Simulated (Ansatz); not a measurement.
**ZnAg: pressure against volume**

An exercise on one series of results from a longer session: the logs are not shown, and one member is left open.

Program: Ansatz 0.2.0. Level of theory: DFT LDA, scalar-relativistic. These are calculated values, not measurements.

### The structure to begin with

Symmetry: Pm-3m, No. 221, cubic system. The conventional cell has a = 3.156 Å, b = 3.156 Å, c = 3.156 Å, α = 90.00°, β = 90.00°, γ = 90.00°. Around Zn (site symmetry m-3m) lie 8 Ag at 2.73 Å. Ag (site symmetry m-3m) is surrounded by 8 Zn at 2.73 Å.

As a file:

```
CELL_PARAMETERS angstrom
3.15600 0.00000 0.00000
0.00000 3.15600 0.00000
0.00000 0.00000 3.15600
ATOMIC_POSITIONS crystal
Zn 0.50000 0.50000 0.50000
Ag 0.00000 0.00000 0.00000
```

Atoms are numbered in the order of the input: Zn1, Ag2.

The first run:

Contents of input.yaml:

```yaml
crystal:
  lattice:
    - [3.1133461226, 0.0, 0.0]
    - [0.0, 3.1133461226, 0.0]
    - [0.0, 0.0, 3.1133461226]
  atoms:
    - { symbol: Zn, position: [0.5, 0.5, 0.5] }
    - { symbol: Ag, position: [0.0, 0.0, 0.0] }
kpoints:
  mp_grid: { grid: [12, 12, 12] }
  band_path:
    path:
      - [0.0, 0.0, 0.0]
      - [0.0, 0.5, 0.0]
      - [0.5, 0.5, 0.0]
      - [0.0, 0.0, 0.0]
      - [0.5, 0.5, 0.5]
      - [0.0, 0.5, 0.0]
      - [0.5, 0.5, 0.5]
      - [0.5, 0.5, 0.0]
    npoints: 5
scf:
  occupations: { method: fermi_dirac, width: 0.03 }
hamiltonian:
  xc: lda
  pseudopotentials: { kind: all_electron, lapw: { basis_error: 0.00025 } }
output:
  forces: true
  stress: true
  eigenvalues: true
```

The run is started by

```
$ ansatz run input.yaml --threads 1 --pin off --max-ram 3072MiB --backend cpu --events-out ev --progress --plain --runs-dir out
```

Among the steps run: Volume × 0.96, LAPW; Volume × 0.96, PAW; Volume × 0.96, crystal datasets; Volume × 0.99, LAPW; Volume × 0.99, PAW; Volume × 0.99, crystal datasets; Volume × 1.02, LAPW; Volume × 1.02, PAW; Volume × 1.02, crystal datasets; Volume × 1.06, LAPW; Volume × 1.06, PAW; Volume × 1.06, crystal datasets.

One table of the session follows, with a row left open; its other results are not shown here.

It belongs to the step «The equation of state». 

```
          method  volume (Å³/atom)  pressure (GPa)
            LAPW            15.089           -4.11
            LAPW            15.560           -7.18
            LAPW            16.032           -9.66
            LAPW            16.660          -12.22
             PAW            15.089           -4.11
             PAW            15.560           -7.18
             PAW            16.032               ?
             PAW            16.660          -12.22
crystal datasets            15.089           -4.11
crystal datasets            15.560           -7.18
crystal datasets            16.032           -9.66
crystal datasets            16.660          -12.22
```

Q: Estimate the row for PAW, 16.032 from the others.

The run gave: pressure (GPa): -9.67. In the column «pressure (GPa)» it lies between crystal datasets, 16.660 (-12.22) and LAPW, 16.032 (-9.66).

Limits of these values: Warnings in the runs' records: gradients without spin orbit, crystal datasets made.
